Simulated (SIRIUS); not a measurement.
**MgB under changes of volume**

One of the cells (12.376 Å³/atom); the others are scaled copies at fixed shape and fractional positions:

```
CELL_PARAMETERS angstrom
2.91432 0.00000 0.00000
0.00000 2.91432 0.00000
0.00000 0.00000 2.91432
ATOMIC_POSITIONS crystal
Mg 0.00000 0.00000 0.00000
B 0.50000 0.50000 0.50000
```

The cell was built by a generator and needn't be a form met in nature.

| Property | Result |
| --- | --- |
| Program | SIRIUS 7.10.0 |
| Functional | PBE |
| Potentials or basis | PseudoDojo 0.4.1 PBE standard (scalar relativistic) |
| Cutoff | 1152 eV |
| Density cutoff | 4606 eV |
| k mesh | 9 × 9 × 9 |
| Occupations | fermi-dirac, width 0.05 eV |
| Spin | no spin polarisation |

```csv
volume (Å³/atom),energy over the lowest point (meV/atom),pressure (GPa)
11.405,?,?
11.648,5.87,4.0
11.891,1.27,2.0
12.376,0.00,-1.3
12.619,2.95,-2.8
12.861,8.07,-4.1
```

Task: What does the run at 11.405 Å³/atom give?

Result: Energy over the lowest point 13.57 meV/atom; pressure 6.1 GPa.

Worked out: A Birch-Murnaghan fit of order 3 (a polynomial in V^(-2/3)) to the other rows has its minimum at 12.19 Å³/atom with B0 = V·E''(V) = 82 GPa (rough, since the energies scatter). It gives 13.37 meV/atom at 11.405 Å³/atom, against the run's 13.57, and -dE/dV = 5.9 GPa, against 6.1.

Energies are extrapolated to zero smearing.
